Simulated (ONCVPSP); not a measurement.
# Be: the cost of one run

Method: ONCVPSP 4.0.1.1 (patched build), PBE, scalar-relativistic.

**1. The atom and the settings**

The settings as typed:

| Property | Result |
| --- | --- |
| element | beryllium (Be, Z = 4) |
| type | optimised norm-conserving Vanderbilt (ONCV) |
| frozen core | none |
| valence charge | 4 |
| reference configuration | 1s2 2s2 |
| partial waves | 1s+2s: rc 0.80 bohr, ncon 4, nbas 8, qcut 11.6 1/bohr, 2 projectors; p scattering state at 0.04 Ha: rc 0.75 bohr, ncon 4, nbas 9, qcut 11.5 1/bohr, 2 projectors, debl 0.7 Ha; d scattering state at 0.33 Ha: rc 0.75 bohr, ncon 3, nbas 8, qcut 12.5 1/bohr, 2 projectors, debl 0.7 Ha |
| local potential | polynomial inside 0.50 bohr (lpopt 5, dvloc0 0 Ha) |
| core correction | not asked for |

An earlier all-electron run gives the scale for the radii.

All-electron outer shells of the reference configuration (PBE, scalar-relativistic, ld1.x):

```csv
shell,level (eV),outermost node (bohr),outermost maximum (bohr)
1s,-106.21,–,0.27
2s,-5.61,0.59,2.04
2p,-2.02,–,2.28
```

**2. Generation**

Input file Be.dat:

```
# ATOM AND REFERENCE CONFIGURATION
# atsym  z   nc   nv     iexc    psfile
  Be 4.00    0    2        4      upf
#
#   n    l    f
    1    0    2.00
    2    0    2.00
#
# PSEUDOPOTENTIAL AND OPTIMIZATION
# lmax
    2
#
#   l,   rc,      ep,       ncon, nbas, qcut
    0    0.80    0.00    4    8   11.60
    1    0.75    0.04    4    9   11.50
    2    0.75    0.33    3    8   12.50
#
# LOCAL POTENTIAL
# lloc, lpopt,  rc(5),   dvloc0
    4    5    0.50    0.00
#
# VANDERBILT-KLEINMAN-BYLANDER PROJECTORs
# l, nproj, debl
    0    2    1.40
    1    2    0.70
    2    2    0.70
#
# MODEL CORE CHARGE
# icmod, fcfact, rcfact
    0    0.00    0.00
#
# LOG DERIVATIVE ANALYSIS
# epsh1, epsh2, depsh
   -5.00    5.00    0.04
#
# OUTPUT GRID
# rlmax, drl
    6.00    0.01
#
# TEST CONFIGURATIONS
# ncnf
    4
# nvcnf
#   n    l    f
    2
    1    0    2.00
    2    0    1.00
#
    2
    1    0    2.00
    2    0    0.00
#
    2
    1    0    2.00
    2    0    1.50
#
    3
    1    0    2.00
    2    0    0.00
    2    1    2.00
#
```

The run is started by

```bash
$ oncvpsp.x < Be.dat > Be.out
```

**Question.** How long does this run take on 1 thread of Neoverse-V1, shared host?

About 4.7 s.
